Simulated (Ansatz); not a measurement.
# BH₂F + SiH₄O: a complex and its separated parts

Aim: how far the complex at one end of a reaction step lies below its separated, relaxed parts, level by level.

Method: PBE0-D4/def2-TZVP structures, single points in def2-TZVPP, no counterpoise correction; program: Ansatz 0.2.0, Gaussian basis.

Levels: SPW92, PBE-D4, BLYP-D4, r2SCAN-D4, B97M-V, PBE0-D4, B3LYP-D4, r2SCAN0-D4, BHLYP-D4, CAM-B3LYP-D4, wB97X-V, wB97M-V, B2PLYP, PBE-QIDH, RPA on PBE, Hartree-Fock, MP2, CCSD, CCSD(T).

Cores are frozen in the correlated methods. B3LYP uses VWN-RPA correlation. B2PLYP carries no dispersion term here.

21 further runs of the same task are left out: 21 set aside as unsound or not needed.

### 1 Starting geometry

The complex: 10 atoms, charge 0, spin multiplicity 1.

Atoms are counted from 1 here; the program's logs count them from 0.

Bond lengths: B1–F2 1.375 Å, B1–H3 1.205 Å, B1–H4 1.220 Å, B1–O6 1.680 Å, H5–O6 0.963 Å, O6–Si7 1.702 Å, Si7–H8 1.484 Å, Si7–H9 1.476 Å, Si7–H10 1.474 Å. Angles: F2–B1–H3 115.3°, F2–B1–H4 114.7°, F2–B1–O6 103.1°, H3–B1–H4 117.2°, H3–B1–O6 104.1°, H4–B1–O6 99.1°, B1–O6–H5 111.8°, B1–O6–Si7 112.6°, H5–O6–Si7 119.2°, O6–Si7–H8 104.5°, O6–Si7–H9 110.2°, O6–Si7–H10 106.5°, H8–Si7–H9 110.9°, H8–Si7–H10 111.4°, H9–Si7–H10 113.0°.

Geometry (Å):

```mol
BFH6OSi
  3D, bonds by distance, orders not assigned

 10  9  0  0  0  0  0  0  0  0999 V2000
   -1.4493    0.0400   -0.1496 B   0  0
   -1.6699   -1.1599   -0.7840 F   0  0
   -2.2732    0.3446    0.6754 H   0  0
   -1.0275    0.9286   -0.8716 H   0  0
   -0.0887   -1.1134    1.1818 H   0  0
   -0.0601   -0.2538    0.7490 O   0  0
    1.3574    0.2182   -0.0665 Si  0  0
    2.4575   -0.4118    0.7051 H   0  0
    1.3367   -0.2808   -1.4551 H   0  0
    1.4173    1.6882    0.0155 H   0  0
  1  2  8  0
  1  3  8  0
  1  4  8  0
  1  6  8  0
  5  6  8  0
  6  7  8  0
  7  8  8  0
  7  9  8  0
  7 10  8  0
M  END
```

Its parts: BH₂F holds atoms 1, 2, 3, 4; SiH₄O holds atoms 5, 6, 7, 8, 9, 10. Each part counts its atoms afresh in its own runs.

### 2 Relaxing BH₂F alone

File relax-a/in.yaml:

```yaml
crystal:
  periodic: [false, false, false]
  atoms:
    - {symbol: B, position_ang: [-1.449336, 0.039972, -0.149558]}
    - {symbol: F, position_ang: [-1.669879, -1.159948, -0.784000]}
    - {symbol: H, position_ang: [-2.273246, 0.344631, 0.675362]}
    - {symbol: H, position_ang: [-1.027538, 0.928593, -0.871604]}
basis:
  gaussian: {orbitals: def2-TZVP}
hamiltonian: {xc: pbe0, dispersion: d4}
relax: {f_tol: 0.005, max_steps: 200}
```

No record of the launch command was kept for these runs.

The program printed, cut to the lines that bear on the results:

```text
Functional definition: PBE0
  name "PBE0"
  cite "Adamo & Barone, J. Chem. Phys. 110, 6158 (1999) doi:10.1063/1.478522"
  cite "Perdew, Burke & Ernzerhof, Phys. Rev. Lett. 77, 3865 (1996) doi:10.1103/PhysRevLett.77.3865"
  parent pbe
[...]
413 factors; their error is unknown
[...]
mean field -3423.80217295 eV, -125.8224091195 hartree, gradient 2.5e-5 eV, S^2 0.000000; 0 other end points of the search recorded, 0 dependent functions left out
[...]
reference -3423.80219718 eV, -125.8224100097 hartree; 8, 8 occupied and 66, 66 virtual orbitals, 413 factors
relax step   1: F+E_penalty+E_count = -3423.81944127 eV  Δ(F+E_penalty+E_count) = +0.000e0 eV  max|allowed force component| = 2.758e0 eV/Å  Δτ_max = 0.0000 Å  (23 SCF iters, accepted)
[...]
relax step   5: F+E_penalty+E_count = -3424.31471024 eV  Δ(F+E_penalty+E_count) = -4.500e-4 eV  max|allowed force component| = 8.040e-2 eV/Å  Δτ_max = 0.0045 Å  (28 SCF iters, accepted)
[...]
relax step   6: F+E_penalty+E_count = -3424.31481634 eV  Δ(F+E_penalty+E_count) = -1.061e-4 eV  max|allowed force component| = 2.596e-3 eV/Å  Δτ_max = 0.0021 Å  (20 SCF iters, accepted)
413 factors; their error is unknown
mean field -3424.29759699 eV, -125.8406156173 hartree, gradient 2.6e-5 eV, S^2 0.000000; 1 other end points of the search recorded, 0 dependent functions left out
[...]
reference -3424.29762109 eV, -125.8406165026 hartree; 8, 8 occupied and 66, 66 virtual orbitals, 413 factors
Total energy: -3424.31484043 eV, -125.8412493018 hartree
Atom 0 at    -1.604407     0.084821    -0.264487 Å, force     0.000641     0.000042    -0.000888 eV/Å
Atom 1 at    -1.620401    -1.143471    -0.738441 Å, force    -0.000186    -0.002596    -0.000787 eV/Å
Atom 2 at    -2.234770     0.308612     0.728750 Å, force     0.000330     0.001590     0.000166 eV/Å
Atom 3 at    -0.960421     0.903286    -0.855622 Å, force    -0.000785     0.000964     0.001509 eV/Å
Dipole moment:     0.001840     0.142370     0.054955 e Å
```

It took 1.6 s on 4 threads, shared host.

Step by step:

```csv
step,energy from step 1 (eV),largest force component (eV/Å)
1,0.0000,2.7580
2,-0.4221,1.8980
3,-0.4881,0.3587
4,-0.4948,0.0897
5,-0.4953,0.0804
6,-0.4954,0.0026
```

Distances of close pairs at the start and the end, largest changes first:

```csv
bond,before (Å),after (Å),change (Å)
B1–F2,1.375,1.317,-0.058
B1–H4,1.220,1.198,-0.023
B1–H3,1.205,1.197,-0.008
```

### 3 Relaxing SiH₄O alone

File relax-b/in.yaml:

```yaml
crystal:
  periodic: [false, false, false]
  atoms:
    - {symbol: H, position_ang: [-0.088731, -1.113448, 1.181799]}
    - {symbol: O, position_ang: [-0.060100, -0.253757, 0.748970]}
    - {symbol: Si, position_ang: [1.357400, 0.218217, -0.066550]}
    - {symbol: H, position_ang: [2.457460, -0.411765, 0.705056]}
    - {symbol: H, position_ang: [1.336697, -0.280825, -1.455084]}
    - {symbol: H, position_ang: [1.417272, 1.688228, 0.015508]}
basis:
  gaussian: {orbitals: def2-TZVP}
hamiltonian: {xc: pbe0, dispersion: d4}
relax: {f_tol: 0.005, max_steps: 200}
```

The program printed, cut to the lines that bear on the results:

```text
[... 5 set-up lines as earlier in the session ...]
[...]
595 factors; their error is unknown
[...]
mean field -9986.14406684 eV, -366.9840256047 hartree, gradient 4.6e-5 eV, S^2 0.000000; 0 other end points of the search recorded, 0 dependent functions left out
[...]
reference -9986.14409289 eV, -366.9840265621 hartree; 13, 13 occupied and 79, 79 virtual orbitals, 595 factors
relax step   1: F+E_penalty+E_count = -9986.19684930 eV  Δ(F+E_penalty+E_count) = +0.000e0 eV  max|allowed force component| = 1.362e0 eV/Å  Δτ_max = 0.0000 Å  (22 SCF iters, accepted)
[...]
595 factors; their error is unknown
mean field -9986.23328455 eV, -366.9873042953 hartree, gradient 4.4e-5 eV, S^2 0.000000; 1 other end points of the search recorded, 0 dependent functions left out
[...]
reference -9986.23331046 eV, -366.9873052472 hartree; 13, 13 occupied and 79, 79 virtual orbitals, 595 factors
Total energy: -9986.28630938 eV, -366.9892529216 hartree
Atom 0 at    -0.198216    -1.131803     0.991777 Å, force    -0.000604     0.000283    -0.000624 eV/Å
Atom 1 at    -0.004846    -0.202805     0.863421 Å, force     0.000372    -0.000550     0.000472 eV/Å
Atom 2 at     1.349410     0.191216     0.011304 Å, force     0.000033     0.000307     0.000222 eV/Å
Atom 3 at     2.579804    -0.342959     0.657709 Å, force     0.000250     0.000465    -0.000106 eV/Å
Atom 4 at     1.297392    -0.337719    -1.379570 Å, force    -0.000206    -0.000029     0.000292 eV/Å
Atom 5 at     1.396454     1.670720    -0.014942 Å, force     0.000156    -0.000475    -0.000256 eV/Å
Dipole moment:     0.035031    -0.279483    -0.019806 e Å
```

Run time: 3.6 s. Hardware: 4 threads, shared host; peak memory 0.14 GiB.

The steps of the relaxation: (the energy doesn't fall at every step)

```csv
step,energy from step 1 (eV),largest force component (eV/Å)
1,0.0000,1.3620
2,-0.0646,0.7921
3,-0.0822,0.0756
4,-0.0884,0.1235
5,0.1199,3.6210
6,-0.0893,0.0115
7,-0.0893,0.0271
8,-0.0894,0.0006
```

Close pairs (by a distance rule), those that changed most:

```csv
bond,before (Å),after (Å),change (Å)
O2–Si3,1.702,1.648,-0.054
Si3–H5,1.476,1.489,+0.013
Si3–H6,1.474,1.480,+0.007
H1–O2,0.963,0.958,-0.005
Si3–H4,1.484,1.489,+0.005
```

### 4 wB97M-V/def2-TZVPP

File parta/in.yaml:

```yaml
crystal:
  periodic: [false, false, false]
  atoms:
    - {symbol: B, position_ang: [-1.604407, 0.084821, -0.264487]}
    - {symbol: F, position_ang: [-1.620401, -1.143471, -0.738441]}
    - {symbol: H, position_ang: [-2.234770, 0.308612, 0.728750]}
    - {symbol: H, position_ang: [-0.960421, 0.903286, -0.855622]}
basis:
  gaussian: {orbitals: def2-TZVPP}
hamiltonian: {xc: {name: wB97M-V}}
```

File partb/in.yaml:

```yaml
crystal:
  periodic: [false, false, false]
  atoms:
    - {symbol: H, position_ang: [-0.198216, -1.131803, 0.991777]}
    - {symbol: O, position_ang: [-0.004846, -0.202805, 0.863421]}
    - {symbol: Si, position_ang: [1.349410, 0.191216, 0.011304]}
    - {symbol: H, position_ang: [2.579804, -0.342959, 0.657709]}
    - {symbol: H, position_ang: [1.297392, -0.337719, -1.379570]}
    - {symbol: H, position_ang: [1.396454, 1.670720, -0.014942]}
basis:
  gaussian: {orbitals: def2-TZVPP}
hamiltonian: {xc: {name: wB97M-V}}
```

parta printed, cut to the lines that bear on the results:

```text
Functional definition: wB97M-V
  name "wB97M-V"
  cite "Mardirossian & Head-Gordon, J. Chem. Phys. 144, 214110 (2016) doi:10.1063/1.4952647"
  cite "Becke, J. Chem. Phys. 107, 8554 (1997) doi:10.1063/1.475007"
  cite "Vydrov & Van Voorhis, J. Chem. Phys. 133, 244103 (2010) doi:10.1063/1.3521275"
  # Of w^i u^j: cxij and so on, Table III.
[...]
  gx(w, u) = 1 - cx + cx01*u + cx10*w
  gss(w, u) = css00 + css04*u^4 + css10*w + css20*w^2 + css43*w^4*u^3
  gos(w, u) = cos00 + cos10*w + (cos20 + cos21*u)*w^2 + (cos60 + cos61*u)*w^6
[...]
      + integral(e_c_pw_mod_opposite_spin*gos(b97_w_opposite, b97_u_opposite)) + vv10(b, c)
443 factors; their error is unknown
115 factors; integrals over basis functions are off by at most 1.9e-5 eV
[...]
mean field -3426.84121192 eV, -125.9340917418 hartree, gradient 2.9e-5 eV, S^2 0.000000; 0 other end points of the search recorded, 0 dependent functions left out
reference -3426.84124912 eV, -125.9340931087 hartree; 8, 8 occupied and 82, 82 virtual orbitals, 443 factors
Total energy: -3426.84124912 eV, -125.9340931087 hartree
```

partb printed, cut to the lines that bear on the results:

```text
[... 5 set-up lines as earlier in the session ...]
  # Of w^i u^j: cxij and so on, Table III.
[...]
  gx(w, u) = 1 - cx + cx01*u + cx10*w
  gss(w, u) = css00 + css04*u^4 + css10*w + css20*w^2 + css43*w^4*u^3
  gos(w, u) = cos00 + cos10*w + (cos20 + cos21*u)*w^2 + (cos60 + cos61*u)*w^6
[...]
      + integral(e_c_pw_mod_opposite_spin*gos(b97_w_opposite, b97_u_opposite)) + vv10(b, c)
678 factors; their error is unknown
163 factors; integrals over basis functions are off by at most 1.4e-5 eV
[...]
mean field -9990.45387864 eV, -367.1424082671 hartree, gradient 4.2e-5 eV, S^2 0.000000; 0 other end points of the search recorded, 0 dependent functions left out
reference -9990.45392080 eV, -367.1424098167 hartree; 13, 13 occupied and 116, 116 virtual orbitals, 678 factors
Total energy: -9990.45392080 eV, -367.1424098167 hartree
```

Wall times: 0.7 s (parta), 1.4 s (partb) on 4 threads, shared host; peak memory 0.23 GiB.

### 5 CCSD(T)/def2-TZVPP

Each input of step 4 (parta, partb) changes in the same lines:

```diff
-hamiltonian: {xc: {name: wB97M-V}}
+correlation: {method: ccsd_t}
```

Output in parta, cut to the lines that bear on the results:

```text
Functional definition: HF
  name "HF"
  cite "Fock, Z. Phys. 61, 126 (1930) doi:10.1007/BF01340294"
[... 1 set-up line as earlier in the session ...]
[...]
552 factors; integrals over basis functions are off by at most 1.3e-3 eV
[...]
mean field -3411.75713177 eV, -125.3797620206 hartree, gradient 2.7e-6 eV, S^2 0.000000; 0 other end points of the search recorded, 0 dependent functions left out
2 core orbitals not correlated: weight in the atoms' cores, before any rotation towards them, 1.000 or more for the frozen orbitals, at most 0.000 for the correlated occupied ones
reference -3411.75713177 eV, -125.3797620206 hartree; 6, 6 occupied and 82, 82 virtual orbitals, 552 factors
second order -9.66430374 eV of doubles, -0.00000000 eV of singles
cycle   1  -9.78645371 eV  change   -1.2e-1 eV  update   6.8e-2
[...]
cycle   9  -10.06266776 eV  change   -7.4e-6 eV  update   6.9e-6
perturbative correction -0.27099971 eV, -0.0099590558 hartree
Total energy: -3422.09079925 eV, -125.7595172959 hartree
```

Output in partb, cut to the lines that bear on the results:

```text
[... 4 set-up lines as earlier in the session ...]
[...]
746 factors; integrals over basis functions are off by at most 9.7e-4 eV
[...]
mean field -9965.09463692 eV, -366.2104733232 hartree, gradient 2.3e-6 eV, S^2 0.000000; 0 other end points of the search recorded, 0 dependent functions left out
6 core orbitals not correlated: weight in the atoms' cores, before any rotation towards them, 1.000 or more for the frozen orbitals, at most 0.000 for the correlated occupied ones
reference -9965.09463692 eV, -366.2104733232 hartree; 7, 7 occupied and 116, 116 virtual orbitals, 746 factors
second order -10.23321370 eV of doubles, -0.00000000 eV of singles
cycle   1  -10.56895920 eV  change   -3.4e-1 eV  update   6.9e-2
[...]
cycle   9  -10.90280904 eV  change   -3.7e-6 eV  update   8.1e-6
perturbative correction -0.32822569 eV, -0.0120620717 hartree
Total energy: -9976.32567166 eV, -366.6232062370 hartree
```

Wall times: 0.45 s (parta), 2 s (partb) on 4 threads, shared host; peak memory 0.6 GiB.

### 6 Vibrations of BH₂F

File vib-parta/in.yaml:

```yaml
crystal:
  periodic: [false, false, false]
  atoms:
    - {symbol: B, position_ang: [-1.604407, 0.084821, -0.264487]}
    - {symbol: F, position_ang: [-1.620401, -1.143471, -0.738441]}
    - {symbol: H, position_ang: [-2.234770, 0.308612, 0.728750]}
    - {symbol: H, position_ang: [-0.960421, 0.903286, -0.855622]}
basis:
  gaussian: {orbitals: def2-TZVP}
hamiltonian: {xc: pbe0, dispersion: d4}
phonons: {temperatures: {t_min: 298.15, t_max: 900, t_step: 200}}
```

The program printed, cut to the lines that bear on the results:

```text
[... 5 set-up lines as earlier in the session ...]
[...]
413 factors; their error is unknown
[...]
mean field -3424.29759700 eV, -125.8406156175 hartree, gradient 1.3e-5 eV, S^2 0.000000; 0 other end points of the search recorded, 0 dependent functions left out
[...]
reference -3424.29762109 eV, -125.8406165028 hartree; 8, 8 occupied and 66, 66 virtual orbitals, 413 factors
[... from here to the last solve, the lines of the solves are left out (15 solves) ...]
413 factors; their error is unknown
mean field -3424.29757275 eV, -125.8406147263 hartree, gradient 6.6e-7 eV, S^2 0.000000; 0 other end points of the search recorded, 0 dependent functions left out
[...]
reference -3424.29759684 eV, -125.8406156117 hartree; 8, 8 occupied and 66, 66 virtual orbitals, 413 factors
Total energy: -3424.31484043 eV, -125.8412493020 hartree
Atom 0 at    -1.604407     0.084821    -0.264487 Å, force     0.000628     0.000019    -0.000892 eV/Å
Atom 1 at    -1.620401    -1.143471    -0.738441 Å, force    -0.000184    -0.002578    -0.000779 eV/Å
Atom 2 at    -2.234770     0.308612     0.728750 Å, force     0.000337     0.001590     0.000161 eV/Å
Atom 3 at    -0.960421     0.903286    -0.855622 Å, force    -0.000781     0.000969     0.001510 eV/Å
Dipole moment:     0.001840     0.142370     0.054955 e Å
Vibrations: 1017.18 1078.75 1180.40 1362.83 2573.77 2677.89 cm⁻¹, zero-point energy 0.613152 eV
```

Run time: 2.5 s. Hardware: 4 threads, shared host.

Wavenumbers and character of the modes:

```csv
mode,wavenumber (cm⁻¹),character
1,1017,bend
2,1079,out-of-plane bend
3,1180,bend with B–F stretch
4,1363,B–F stretch with bend
5,2574,B–H stretch
6,2678,B–H stretch
```

Vibrational sums (real modes only):

```csv
T (K),entropy (J/mol/K),heat capacity (J/mol/K)
298,0.9,4.2
498,5.5,14.7
698,11.9,23.3
898,18.6,29.6
```

### 7 Vibrations of SiH₄O

File vib-partb/in.yaml:

```yaml
crystal:
  periodic: [false, false, false]
  atoms:
    - {symbol: H, position_ang: [-0.198216, -1.131803, 0.991777]}
    - {symbol: O, position_ang: [-0.004846, -0.202805, 0.863421]}
    - {symbol: Si, position_ang: [1.349410, 0.191216, 0.011304]}
    - {symbol: H, position_ang: [2.579804, -0.342959, 0.657709]}
    - {symbol: H, position_ang: [1.297392, -0.337719, -1.379570]}
    - {symbol: H, position_ang: [1.396454, 1.670720, -0.014942]}
basis:
  gaussian: {orbitals: def2-TZVP}
hamiltonian: {xc: pbe0, dispersion: d4}
phonons: {temperatures: {t_min: 298.15, t_max: 900, t_step: 200}}
```

The program printed, cut to the lines that bear on the results:

```text
[... 5 set-up lines as earlier in the session ...]
[...]
595 factors; their error is unknown
[...]
mean field -9986.23328504 eV, -366.9873043133 hartree, gradient 4.1e-5 eV, S^2 0.000000; 0 other end points of the search recorded, 0 dependent functions left out
[...]
reference -9986.23331041 eV, -366.9873052457 hartree; 13, 13 occupied and 79, 79 virtual orbitals, 595 factors
[... from here to the last solve, the lines of the solves are left out (35 solves) ...]
595 factors; their error is unknown
mean field -9986.23327896 eV, -366.9873040896 hartree, gradient 2.3e-6 eV, S^2 0.000000; 0 other end points of the search recorded, 0 dependent functions left out
[...]
reference -9986.23330433 eV, -366.9873050219 hartree; 13, 13 occupied and 79, 79 virtual orbitals, 595 factors
Total energy: -9986.28630934 eV, -366.9892529203 hartree
Atom 0 at    -0.198216    -1.131803     0.991777 Å, force    -0.000604     0.000325    -0.000635 eV/Å
Atom 1 at    -0.004846    -0.202805     0.863421 Å, force     0.000374    -0.000623     0.000483 eV/Å
Atom 2 at     1.349410     0.191216     0.011304 Å, force     0.000041     0.000354     0.000224 eV/Å
Atom 3 at     2.579804    -0.342959     0.657709 Å, force     0.000242     0.000458    -0.000096 eV/Å
Atom 4 at     1.297392    -0.337719    -1.379570 Å, force    -0.000219    -0.000044     0.000289 eV/Å
Atom 5 at     1.396454     1.670720    -0.014942 Å, force     0.000165    -0.000470    -0.000264 eV/Å
Dipole moment:     0.035031    -0.279482    -0.019805 e Å
Vibrations: 197.09 679.87 719.14 847.83 907.97 946.76 967.07 993.24 2208.52 2213.57 2260.44 3930.78 cm⁻¹, zero-point energy 1.045948 eV
```

It took 9.5 s on 4 threads, shared host; peak memory 0.13 GiB.

Wavenumbers and character of the modes:

```csv
mode,wavenumber (cm⁻¹),character
1,197,torsion
2,680,bend
3,719,bend
4,848,bend with Si–O stretch
5,908,bend with Si–O stretch
6,947,bend with torsion
7,967,bend with torsion
8,993,bend
9,2209,Si–H stretch
10,2214,Si–H stretch
11,2260,Si–H stretch
12,3931,O–H stretch
```

Vibrational sums (real modes only):

```csv
T (K),entropy (J/mol/K),heat capacity (J/mol/K)
298,14.2,24.4
498,32.0,45.2
698,49.6,58.7
898,65.5,68.0
```

### 8 Complex less separated parts

The complex's own energies come from single points at the same levels. Levels not printed above were run the same way.

Rows are in def2-TZVPP; times add the 3 runs of a level on a shared host, so small differences are noise.

Differences are taken before rounding.

```csv
method,rung,complex less parts (kcal/mol),from CCSD(T) (kcal/mol),time
SPW92,LDA,-19.3,-10.8,1.2 s
PBE-D4,GGA,-10.2,-1.8,1.8 s
BLYP-D4,GGA,-6.8,+1.7,1.9 s
r2SCAN-D4,meta-GGA,-10.1,-1.7,3.8 s
B97M-V,meta-GGA,-8.2,+0.2,7.1 s
PBE0-D4,hybrid,-10.3,-1.9,2.2 s
B3LYP-D4,hybrid,-7.5,+0.9,2.1 s
r2SCAN0-D4,hybrid,-10.3,-1.9,4.1 s
BHLYP-D4,hybrid,-7.9,+0.5,2.1 s
CAM-B3LYP-D4,range-separated hybrid,-8.9,-0.4,2.5 s
wB97X-V,range-separated hybrid,-8.8,-0.4,6.2 s
wB97M-V,range-separated hybrid,-9.4,-0.9,6.8 s
B2PLYP,double hybrid,-6.2,+2.2,3.7 s
PBE-QIDH,double hybrid,-9.5,-1.0,4 s
RPA on PBE,RPA,-6.7,+1.7,3.9 s
Hartree-Fock,wavefunction,0.6,+9.0,
MP2,wavefunction,-8.6,-0.2,
CCSD,wavefunction,-7.4,+1.1,
CCSD(T),wavefunction,-8.4,0,51 s
```

Among the levels timed on like hardware and quicker than the yardstick, those that no quicker one beats, quickest first: SPW92 (1.2 s, -10.8 kcal/mol); PBE-D4 (1.8 s, -1.8 kcal/mol); BLYP-D4 (1.9 s, +1.7 kcal/mol); BHLYP-D4 (2.1 s, +0.5 kcal/mol); CAM-B3LYP-D4 (2.5 s, -0.4 kcal/mol); wB97X-V (6.2 s, -0.4 kcal/mol); B97M-V (7.1 s, +0.2 kcal/mol).

For cost: B97M-V gets within 0.2 kcal/mol in 7.1 s, where CCSD(T) took 51 s; the quickest level in the cost chart, SPW92, takes 1.2 s and misses by 10.8 kcal/mol.

The complex's zero-point energy, from a separate PBE0-D4 run, is 1.786 eV.

### 9 Summary of results

| quantity | value |
| --- | --- |
| complex less parts, CCSD(T)/def2-TZVPP | -8.4 kcal/mol |
| with zero-point energy | -5.5 kcal/mol |
| largest T1 diagnostic | 0.013 |

In words: At CCSD(T) the complex lies 8.4 kcal/mol below its parts. Among the functionals B97M-V lands nearest to CCSD(T) (+0.2 kcal/mol) and SPW92 farthest (-10.8 kcal/mol). Mean unsigned error by rung: LDA 10.8, GGA 1.7, meta-GGA 1.0, hybrid 1.3, range-separated hybrid 0.6, double hybrid 1.6 kcal/mol. PBE-D4 gives a relative energy 1.8 kcal/mol too low, outside chemical accuracy (1 kcal/mol). No counterpoise was applied, and triple zeta lacks some correlation, so the CCSD(T) reference has a basis error of its own, and close matches with it are partly luck.
